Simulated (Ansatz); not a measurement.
# CoHO (quintet): the correlation ladder, def2-TZVPP

An exercise on one series of results from a longer session: the logs are not shown, and one member is left open.

Computed with Ansatz 0.2.0, Gaussian basis. Level: def2-TZVPP, core rule «outside noble gas», up to 10 orbitals frozen.

To be run: UHF; CCSD(T) on ROHF; CCSD(T) on UHF; CCSDT(Q) on ROHF; CCSDT(Q) on UHF; CASSCF and NEVPT2, 16 electrons in 11 orbitals.

4 further runs of the same task are left out: 4 set aside as unsound or not needed.

## The geometry

The geometry is a PBE0/def2-TZVP stationary point (not a proven minimum) of the parent state, kept for this charge and spin.

3 atoms, charge 0, spin multiplicity 5.

Atoms are counted from 1 here; the program's logs count them from 0.

Bond lengths: Co1–O2 1.569 Å, Co1–H3 1.489 Å. Angles: O2–Co1–H3 104.4°.

Coordinates:

```xyz
3

Co    0.0000   -0.0432    0.3234
O     0.0000    0.0731   -1.2416
H     0.0000    1.3674    0.8008
```

Set-up of the first run:

The input, in.yaml:

```yaml
crystal:
  periodic: [false, false, false]
  atoms:
    - {symbol: Co, position_ang: [0.000000, -0.043234, 0.323378]}
    - {symbol: O, position_ang: [0.000000, 0.073109, -1.241595]}
    - {symbol: H, position_ang: [0.000000, 1.367368, 0.800755]}
basis:
  gaussian: {orbitals: def2-TZVPP}
magnetization: {spin_polarized: true, initial_magnetization: 4}
hamiltonian: {xc: hf}
output: {orbitals: {seedname: orbitals}}
```

Launch:

```
$ ansatz run in.yaml --threads 1 --pin off --events-out ev --progress --plain --max-ram 3968MiB --backend cpu
```

Steps of the session up to this table: UHF; CCSD(T) on ROHF; CCSD(T) on UHF; CCSDT(Q) on ROHF; CCSDT(Q) on UHF; CASSCF and NEVPT2, 16 electrons in 11 orbitals.

One of the session's tables, all rows but one given; the rest of the session is left out.

```
        method  from RCCSDT(Q) (kJ/mol)
          RMP2                   +299.4
          UMP2                   +103.3
         RCCSD                   +131.2
         UCCSD                   +110.9
      RCCSD(T)                    +30.0
      UCCSD(T)                        ?
        RCCSDT                    +25.1
        UCCSDT                    +19.8
     RCCSDT(Q)                        0
     UCCSDT(Q)                     +4.5
CASSCF valence                  +1411.6
NEVPT2 valence                   +227.9
```

Estimate the missing values for UCCSD(T).

As computed: from RCCSDT(Q) (kJ/mol): +26.6. In the column «from RCCSDT(Q) (kJ/mol)» it lies between RCCSDT (+25.1) and RCCSD(T) (+30.0).

Left out of the table: ROHF, UHF (another determinant or state than the rows shown).

To keep in mind: Warnings: coupled cluster took another determinant than the lowest; large T1 diagnostic. Restricted and unrestricted rows rest on different reference determinants; where their highest levels disagree by more than a few hundredths of an eV, they describe different states and don't form one ladder.
